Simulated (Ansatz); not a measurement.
# GaH3O: how energies converge with the basis set

How large a basis does GaH3O need? Two functionals are run in growing sets.

The runs use Ansatz 0.2.0, Gaussian basis; one geometry, several basis sets.

The runs, in order: PBE0-D4/def2-SVP; ωB97M-V/def2-SVP; PBE0-D4/def2-QZVPP; ωB97M-V/def2-QZVPP; the functionals' def2-TZVPP values are taken from earlier runs.

## (1) Structure used throughout

An earlier PBE0-D4 in a triple-zeta def2 set relaxation fixed the geometry.

5 atoms, charge 0, spin multiplicity 1.

Atoms are counted from 1 here; the program's logs count them from 0.

Bond lengths: O1–Ga2 1.788 Å, O1–H3 0.959 Å, Ga2–H4 1.565 Å, Ga2–H5 1.556 Å. Angles: Ga2–O1–H3 114.1°, O1–Ga2–H4 117.5°, O1–Ga2–H5 113.8°, H4–Ga2–H5 128.7°.

## (2) PBE0-D4 in def2-SVP

in.yaml reads:

```yaml
crystal:
  periodic: [false, false, false]
  atoms:
    - {symbol: O, position_ang: [0.803989, -0.725321, 0.693105]}
    - {symbol: Ga, position_ang: [-0.152103, 0.445333, -0.262059]}
    - {symbol: H, position_ang: [0.400179, -1.592137, 0.767665]}
    - {symbol: H, position_ang: [-1.510394, -0.050504, -0.860849]}
    - {symbol: H, position_ang: [0.508229, 1.849029, -0.379261]}
basis:
  gaussian: {orbitals: def2-SVP}
hamiltonian: {xc: pbe0, dispersion: d4}
output: {orbitals: {seedname: orbitals}}
```

Launch:

```bash
$ ansatz run in.yaml --threads 2 --pin off --events-out ev --progress --plain --max-ram 32768MiB --backend cpu
```

The runs that follow: ωB97M-V in def2-SVP; PBE0-D4 in def2-QZVPP; ωB97M-V in def2-QZVPP.

Q: Predict the results of all the runs planned. Wanted: PBE0-D4: double and triple zeta above quadruple; ωB97M-V: double and triple zeta above quadruple.

As calculated:

```
                                       quantity           value
PBE0-D4: double and triple zeta above quadruple  10.76, 1.34 eV
ωB97M-V: double and triple zeta above quadruple  10.78, 1.30 eV
```

**Reading.** PBE0-D4 gains 9.42 eV from double to triple zeta, then 1.34 eV more. Total energies overstate the basis error of differences, where much of it tends to cancel.
